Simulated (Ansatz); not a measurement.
# GeHNO: the cost of one run

The runs use Ansatz 0.2.0, Gaussian basis; the settings change from run to run.

13 further runs of the same task are left out: 6 that didn't finish, 7 set aside as unsound or not needed.

## 1. The system

The geometry is a PBE0/def2-TZVP stationary point (not a proven minimum) of the parent state, kept for this charge and spin. No spin-orbit coupling is included. The filled d shell of Ge may be among the frozen orbitals whatever the setting's name suggests; the logs give the count.

4 atoms, charge 1, spin multiplicity 2.

Atoms are counted from 1 here; the program's logs count them from 0.

Bond lengths: N1–Ge2 1.636 Å, Ge2–O3 1.748 Å, O3–H4 0.964 Å. Angles: N1–Ge2–O3 175.4°, Ge2–O3–H4 113.0°.

## 2. CISD/cc-pVDZ

Contents of in.yaml:

```yaml
crystal:
  periodic: [false, false, false]
  atoms:
    - {symbol: N, position_ang: [-0.000007, -0.160100, 2.209162]}
    - {symbol: Ge, position_ang: [0.000015, -0.147689, 0.572922]}
    - {symbol: O, position_ang: [-0.000001, -0.274884, -1.170536]}
    - {symbol: H, position_ang: [-0.000007, 0.582674, -1.611548]}
basis:
  gaussian: {orbitals: cc-pVDZ}
total_charge: 1
magnetization: {spin_polarized: false, initial_magnetization: 1}
correlation: {active_space: {ras: {orbitals: [7, 1, 36], electrons: 15, max_holes: 2, max_particles: 2}, fixed_orbitals: true}}
accuracy: high
output: {forces: true}
```

On the command line:

```
$ ansatz run in.yaml --threads 1 --pin off --events-out ev --progress --plain --max-ram 2393MiB
```

What time and memory should one allow on 1 thread of Arm Neoverse V1, shared host?

About 26 s, with a peak of 0.29 GiB.
